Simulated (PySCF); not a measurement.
# CH3NOSi: the cost of one run

The runs use PySCF 2.14.0, with density-fitted response routines of our own; the level of theory stands in each step. All values are computed, except where a source is named. Atoms are numbered from 0 throughout.

### Step 1. The starting structure

7 atoms, charge 0, multiplicity 1; geometry from: GFN2-xTB. The atoms were then displaced at random by about 0.01 Å, so the start is not that level's minimum.

Bonds of the start (Å): N0–C1 1.18, C1–Si2 1.89, Si2–O3 1.58, Si2–H4 1.45, Si2–H5 1.47, O3–H6 0.96.

### Step 2. Optimising the geometry at PBE0-D3(BJ)/def2-SVP

What the job is given:

```
{"job": {"xc": "PBE0", "basis": "def2-SVP", "d3": "d3bj", "grid": 1, "shake": 0.01, "kind": "geom"}, "charge": 0, "multiplicity": 1}
N      2.535080    -0.616290     0.261700
C      1.447920    -0.184920     0.122040
Si    -0.303470     0.493290    -0.085470
O     -1.283990    -0.705760    -0.401630
H     -0.345200     1.301180    -1.289700
H     -0.584240     1.161810     1.191000
H     -1.432160    -1.478400     0.152140
```

The run is started by

```bash
> OMP_NUM_THREADS=1 python probes_run.py task.json out
```

This one command runs all jobs of the session in turn.

Q: Estimate the wall time and peak memory of this first job on 1 thread of Arm Neoverse V1, shared host.

About 14 s, with a peak of 0.32 GiB.
